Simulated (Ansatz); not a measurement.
# Pb: the cost of one run

Computed with Ansatz 0.2.0 (DFT PBE, scalar-relativistic, plane waves, PAW, unless a step's input says otherwise).

2 further runs of the same task are left out: 2 that didn't finish.

### 1 The structure to begin with

The structure is cubic, space group Fm-3m (No. 225). Conventional cell: a = 4.990 Å, b = 4.990 Å, c = 4.990 Å, α = 90.00°, β = 90.00°, γ = 90.00°. Pb (site symmetry m-3m) is surrounded by 12 Pb at 3.53 Å.

As a file:

```
CELL_PARAMETERS angstrom
0.00000 2.49475 2.49475
2.49475 0.00000 2.49475
2.49475 2.49475 0.00000
ATOMIC_POSITIONS crystal
Pb 0.00000 0.00000 0.00000
```

The structure comes from the Materials Project (structure only).

(A quick probe on a coarse mesh, which set the mesh and smearing, is not shown.)

### 3 Relaxing cell and atoms

input.yaml

```yaml
crystal:
  lattice:
    - [0.0, 2.49475474, 2.49475474]
    - [2.49475474, 0.0, 2.49475474]
    - [2.49475474, 2.49475474, 0.0]
  atoms:
    - { symbol: Pb, position: [0.0, 0.0, 0.0] }
basis:
  ecutwfc: 420
kpoints:
  mp_grid: { grid: [14, 14, 14] }
hamiltonian:
  xc: pbe
scf:
  occupations: { method: gaussian, width: 0.1 }
output:
  forces: true
  stress: true
  eigenvalues: true
  write_density: true
  write_potential: true
  elf: true
  volumetric_format: npy
relax:
  adjacent_minimum: "off"
  f_tol: 0.005
  max_steps: 80
  cell: { stress_tol: 0.05 }
```

Started as:

```sh
ansatz run input.yaml --threads 4 --pin off --max-ram 8192MiB --backend cpu --events-out ev --progress --plain --runs-dir out
```

Q: Estimate wall time and peak memory on 4 threads of Intel Xeon Platinum 8259CL at 2.50GHz (Skylake/Cascade Lake), shared host.

About 2.4 s, with a peak of 0.41 GiB.
